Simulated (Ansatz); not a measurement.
## InO: equation of state with PBE

InO, a slab with vacuum:

```xyz
4
Lattice="3.4536 0.0000 0.0000 -1.7268 2.9909 0.0000 0.0000 0.0000 15.8771" Properties=species:S:1:pos:R:3 pbc="T T T"
In    1.7268    0.9970    6.5093
In    1.7268    0.9970    9.3678
O     0.0000    0.0000    5.7179
O     0.0000    0.0000   10.1592
```

| Property | Result |
| --- | --- |
| Program | Ansatz 0.2.0 |
| Task | equation of state |
| Functional | PBE |
| Potentials or basis | all-electron LAPW, scalar-relativistic |
| Basis error allowed | 0.001 eV/atom |
| k mesh | 9 × 9 × 2 |
| Occupations | fermi-dirac, width 0.05 eV |
| Spin | no spin polarisation |

```
Equilibrium volume                        : 40.84 Å³/atom
Bulk modulus at fixed shape and positions : 39 GPa
Pressure derivative of the bulk modulus   : 4.8
```

Energy against volume, from the lowest point:
| volume (Å³/atom) | energy (meV/atom) |
| --- | --- |
| 38.540 | 17.62 |
| 39.360 | 6.95 |
| 40.181 | 1.25 |
| 41.001 | 0.00 |
| 41.821 | 2.70 |
| 42.641 | 8.93 |
| 43.461 | 18.30 |

All runs of the series together: 5.9 min on 2 threads of Intel(R) Xeon(R) Platinum 8488C (Sapphire Rapids), with other jobs on the host.

Caveat: the cell was scaled at fixed shape and fractional positions, which overstates the stiffness of a crystal with free parameters, most of all of layers and chains.
